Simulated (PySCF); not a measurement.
# C2H6Cl2S2Zr (Zr(SMe)2Cl2): the cost of one run

Computed with PySCF 2.14.0 and routines of our own; the level stands in each step. Atoms count from 0.

## Step 1: The system as given

13 atoms, charge 0, multiplicity 1; geometry from: GFN2-xTB.

## Step 2: Geometry optimisation at PBE0-D3(BJ)/def2-SVP

What the job is given:

```
{"job": {"xc": "PBE0", "basis": "def2-SVP", "d3": "d3bj", "grid": 1, "maxiter": 30, "shake": 0.03, "kind": "geom"}, "charge": 0, "multiplicity": 1}
Zr     0.267210    -0.079010     0.159580
S      0.147070     0.031900     2.567120
C     -1.740570     0.141980     2.429730
H     -1.862020     1.090060     1.945330
H     -2.079750     0.130730     3.440580
H     -2.076380    -0.713580     1.912300
S      2.516480    -0.058750    -0.678470
C      1.823980    -0.130950    -2.400800
H      1.205670    -1.063640    -2.436220
H      2.604240    -0.155240    -3.055770
H      1.120540     0.722900    -2.545520
Cl    -0.864050     1.817200    -0.675730
Cl    -1.031790    -1.785700    -0.639930
```

The run is started by

```bash
$ OMP_NUM_THREADS=1 python heavy_run.py task.json out
```

The driver reads the jobs from task.json and runs them one after another.

**Question.** How long does this first job take on 1 thread of Intel Xeon at 2.60GHz, shared host, and how much memory does it need?

About 5.8 min, with a peak of 0.71 GiB.
